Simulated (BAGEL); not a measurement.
**AlH2SF3 (SMILES [F][Al-]([F])([F])[SH2+]) at 3 levels**

We compute a comparison of 3 runs (HF/STO-3G, HF/3-21G, HF/6-31G*) of AlH2SF3. 

Program for the calculation: BAGEL 1.2.2.

## Step 1: Starting point

AlH2SF3 has 7 atoms, charge 0, and is taken as a singlet. As SMILES, `[F][Al-]([F])([F])[SH2+]`. The F1–Al2 distance was set to 2.477 Å, away from the relaxed value.

Bond lengths: Al2–F3 1.648 Å, Al2–F4 1.648 Å, Al2–S5 2.458 Å, S5–H6 1.346 Å, S5–H7 1.346 Å. Angles: F3–Al2–F4 118.9°, F3–Al2–S5 98.5°, F4–Al2–S5 98.5°, Al2–S5–H6 94.7°, Al2–S5–H7 94.6°, H6–S5–H7 92.8°.

## Step 2: The energy at HF/STO-3G (density fitting with qzvpp-jkfit) (run 1)

calc.json reads:

```json
{ "bagel": [

{
  "title": "molecule",
  "basis": "sto-3g",
  "df_basis": "qzvpp-jkfit",
  "angstrom": true,
  "geometry": [
    { "atom": "F", "xyz": [      -1.014546,      -0.837600,       2.211793 ] },
    { "atom": "Al", "xyz": [       0.280700,      -0.968400,       0.104600 ] },
    { "atom": "F", "xyz": [      -0.412500,      -1.770100,      -1.157900 ] },
    { "atom": "F", "xyz": [       1.924100,      -0.949000,       0.228600 ] },
    { "atom": "S", "xyz": [      -0.052000,       1.330700,      -0.699800 ] },
    { "atom": "H", "xyz": [       0.220900,       1.903000,       0.487200 ] },
    { "atom": "H", "xyz": [      -1.378300,       1.335100,      -0.472000 ] }
  ]
},

{
  "title": "hf"
},

{
  "title": "print",
  "file": "orbitals.molden",
  "orbitals": true
}

]}
```

Run with:

```
$ BAGEL_NUM_THREADS=1 BAGEL calc.json > calc.out
```

The log of the run:

```text
* using 1 threads per process

  ===============================================================
  ===============================================================

  *** Geometry ***

  { "atom" : "F", "xyz" : [     -1.917214,     -1.582835,      4.179683 ] },
  { "atom" : "Al", "xyz" : [      0.530446,     -1.830011,      0.197665 ] },
  { "atom" : "F", "xyz" : [     -0.779512,     -3.345004,     -2.188114 ] },
  { "atom" : "F", "xyz" : [      3.636022,     -1.793350,      0.431991 ] },
  { "atom" : "S", "xyz" : [     -0.098266,      2.514659,     -1.322430 ] },
  { "atom" : "H", "xyz" : [      0.417441,      3.596149,      0.920675 ] },
  { "atom" : "H", "xyz" : [     -2.604610,      2.522973,     -0.891951 ] },

  Number of auxiliary basis functions:      523

  Since a DF basis is specified, we compute 2- and 3-index integrals:
    o Being stored without compression. Storage requirement is 0.005 GB

  Number of basis functions:       35
  Number of electrons      :       58

    * METHOD: MOLECULE                             0.17

  *** RHF ***

  === Nuclear Repulsion ===
   278.2936159399

      * DIIS with orbital gradients will be used.

  === RHF iteration (sto-3g) ===
      0       -927.13040927          0.01782761           0.03
      1       -927.35703105          0.00717473           0.03
      2       -927.38090806          0.00146057           0.03
[... 9 lines of this table left out ...]
     12       -927.38262618          0.00000001           0.03
    * SCF iteration converged.

    * Permanent dipole moment:
           (    0.107852,    -1.573500,     0.757947) a.u.

    * METHOD: HF                                   0.45

    * METHOD: PRINT                                0.00

  ===============================================================
```

Wall time 0.74 s (1 thread of Arm Neoverse V2, shared host).

## Step 3: The energy at HF/3-21G (density fitting with qzvpp-jkfit) (run 2)

calc.json reads:

```json
{ "bagel" : [

{
  "title" : "molecule",
  "basis" : "3-21g",
  "df_basis" : "qzvpp-jkfit",
  "angstrom" : "true",
  "geometry" : [
    { "atom" : "F", "xyz" : [   -1.014546,   -0.837600,    2.211793 ] },
    { "atom" : "Al", "xyz" : [    0.280700,   -0.968400,    0.104600 ] },
    { "atom" : "F", "xyz" : [   -0.412500,   -1.770100,   -1.157900 ] },
    { "atom" : "F", "xyz" : [    1.924100,   -0.949000,    0.228600 ] },
    { "atom" : "S", "xyz" : [   -0.052000,    1.330700,   -0.699800 ] },
    { "atom" : "H", "xyz" : [    0.220900,    1.903000,    0.487200 ] },
    { "atom" : "H", "xyz" : [   -1.378300,    1.335100,   -0.472000 ] }
  ]
},
{ "title" : "hf" },
{ "title" : "print", "file" : "orbitals.molden", "orbitals" : "true" }

]}
```

Run with:

```
$ BAGEL_NUM_THREADS=1 BAGEL calc.json > calc.out
```

The log of the run:

```text
* using 1 threads per process

  ===============================================================
  ===============================================================

  *** Geometry ***

  { "atom" : "F", "xyz" : [     -1.917214,     -1.582835,      4.179683 ] },
  { "atom" : "Al", "xyz" : [      0.530446,     -1.830011,      0.197665 ] },
  { "atom" : "F", "xyz" : [     -0.779512,     -3.345004,     -2.188114 ] },
  { "atom" : "F", "xyz" : [      3.636022,     -1.793350,      0.431991 ] },
  { "atom" : "S", "xyz" : [     -0.098266,      2.514659,     -1.322430 ] },
  { "atom" : "H", "xyz" : [      0.417441,      3.596149,      0.920675 ] },
  { "atom" : "H", "xyz" : [     -2.604610,      2.522973,     -0.891951 ] },

  Number of auxiliary basis functions:      523

  Since a DF basis is specified, we compute 2- and 3-index integrals:
    o Being stored without compression. Storage requirement is 0.014 GB

  Number of basis functions:       57
  Number of electrons      :       58

    * METHOD: MOLECULE                             0.17

  *** RHF ***

  === Nuclear Repulsion ===
   278.2936159399

      * DIIS with orbital gradients will be used.

  === RHF iteration (3-21g) ===
      0       -933.75052636          0.03383554           0.05
      1       -933.98634293          0.02164603           0.05
      2       -934.09912420          0.00201056           0.05
[... 11 lines of this table left out ...]
     14       -934.10212877          0.00000001           0.05
    * SCF iteration converged.

    * Permanent dipole moment:
           (    0.128513,    -1.859540,     0.895868) a.u.

    * METHOD: HF                                   0.82

    * METHOD: PRINT                                0.01

  ===============================================================
```

Run time: 1.1 s. Hardware: 1 thread of Arm Neoverse V2, shared host; peak memory 0.097 GiB.

## Step 4: The energy at HF/6-31G(d) (density fitting with qzvpp-jkfit, spherical functions) (run 3)

input.json reads:

```json
{ "bagel" : [

{
  "title" : "molecule",
  "basis" : "6-31gs.json",
  "df_basis" : "qzvpp-jkfit",
  "angstrom" : true,
  "geometry" : [
    { "atom" : "F", "xyz" : [   -1.014546,   -0.837600,    2.211793 ] },
    { "atom" : "Al", "xyz" : [    0.280700,   -0.968400,    0.104600 ] },
    { "atom" : "F", "xyz" : [   -0.412500,   -1.770100,   -1.157900 ] },
    { "atom" : "F", "xyz" : [    1.924100,   -0.949000,    0.228600 ] },
    { "atom" : "S", "xyz" : [   -0.052000,    1.330700,   -0.699800 ] },
    { "atom" : "H", "xyz" : [    0.220900,    1.903000,    0.487200 ] },
    { "atom" : "H", "xyz" : [   -1.378300,    1.335100,   -0.472000 ] }
  ]
},
{
  "title" : "hf"
},
{
  "title" : "print",
  "file" : "orbitals.molden",
  "orbitals" : true
}

]}
```

The basis set 6-31G* is read from a file made from the Basis Set Exchange's data (not shown).

Run with:

```
$ BAGEL_NUM_THREADS=1 BAGEL input.json > input.out
```

The log of the run:

```text
* using 1 threads per process

  ===============================================================
  ===============================================================

  *** Geometry ***

  { "atom" : "F", "xyz" : [     -1.917214,     -1.582835,      4.179683 ] },
  { "atom" : "Al", "xyz" : [      0.530446,     -1.830011,      0.197665 ] },
  { "atom" : "F", "xyz" : [     -0.779512,     -3.345004,     -2.188114 ] },
  { "atom" : "F", "xyz" : [      3.636022,     -1.793350,      0.431991 ] },
  { "atom" : "S", "xyz" : [     -0.098266,      2.514659,     -1.322430 ] },
  { "atom" : "H", "xyz" : [      0.417441,      3.596149,      0.920675 ] },
  { "atom" : "H", "xyz" : [     -2.604610,      2.522973,     -0.891951 ] },

  Number of auxiliary basis functions:      523

  Since a DF basis is specified, we compute 2- and 3-index integrals:
    o Being stored without compression. Storage requirement is 0.028 GB

  Number of basis functions:       82
  Number of electrons      :       58

    * METHOD: MOLECULE                             0.24

  *** RHF ***

  === Nuclear Repulsion ===
   278.2936159399

      * DIIS with orbital gradients will be used.

  === RHF iteration (6-31gs.json) ===
      0       -938.53852727          0.02696689           0.08
      1       -938.79056330          0.01965181           0.07
      2       -938.99636171          0.00182388           0.07
[... 10 lines of this table left out ...]
     13       -938.99996427          0.00000001           0.07
    * SCF iteration converged.

    * Permanent dipole moment:
           (   -0.147991,    -1.958690,     1.419032) a.u.

    * METHOD: HF                                   1.17

    * METHOD: PRINT                                0.01

  ===============================================================
```

Run time: 1.6 s. Hardware: 1 thread of Arm Neoverse V2, shared host; peak memory 0.13 GiB.

## Step 5: The series

| run | level | energy (Eh) | dipole moment (D) | HOMO energy (eV) | LUMO energy (eV) | wall time |
| --- | --- | --- | --- | --- | --- | --- |
| 1 | HF/STO-3G (density fitting with qzvpp-jkfit) | -927.382626 | 4.45 | -4.90 | 7.11 | 0.74 s |
| 2 | HF/3-21G (density fitting with qzvpp-jkfit) | -934.102129 | 5.26 | -11.45 | 1.68 | 1.1 s |
| 3 | HF/6-31G* (density fitting with qzvpp-jkfit, spherical functions) | -938.999964 | 6.16 | -12.22 | 1.76 | 1.6 s |

## Step 6: Outcome

```
            quantity          value
 run 3: total energy  -938.99996 Eh
run 3: dipole moment         6.16 D
  run 3: HOMO energy      -12.22 eV
  run 3: LUMO energy        1.76 eV
run 3: HOMO–LUMO gap       13.98 eV
```

**Reading.** The dipole moment (its size) runs from 4.45 D (HF/STO-3G) to 6.16 D (HF/6-31G*). The HOMO–LUMO gap runs from 12.01 eV (HF/STO-3G) to 13.98 eV (HF/6-31G*). In run 1 the basis is minimal, so the values are rough. All runs together took 3.4 s, the longest 1.6 s.
